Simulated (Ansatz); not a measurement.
Crystal: MoI.

```
CELL_PARAMETERS angstrom
0.00000 3.17885 3.17885
3.17885 0.00000 3.17885
3.17885 3.17885 0.00000
ATOMIC_POSITIONS crystal
Mo 0.00000 0.00000 0.00000
I 0.75000 0.75000 0.75000
```

The cell was built by a generator and needn't be a form met in nature.

Base run:

```yaml
Program: Ansatz 0.2.0
Functional: RPBE
Potentials_or_basis: Ansatz PAW
Cutoff: "420 eV (not typed: the program's choice for these potentials)"
k_mesh: 7 × 7 × 7
Occupations: fermi-dirac, width 0.05 eV
Spin: no spin polarisation
```

Its results: band gap on the k mesh none (metal or under the smearing width); pressure -5.8 GPa.

Question: The run is repeated on the same cell with these changes: functional from RPBE to PBEsol. What comes out?

Answer: Band gap on the k mesh none (metal or under the smearing width); pressure -10.2 GPa.

PBEsol binds more tightly than RPBE, so the same cell stands under less pressure.

Caveats: spin-orbit coupling is left out, which moves the levels of the heavy elements; an odd number of electrons without spin polarisation forces a metal; a magnetic or distorted state may lie lower; the PAW data sets come from PBE, with cores solved anew for the run's functional, which leaves a small shift of forces and pressure.
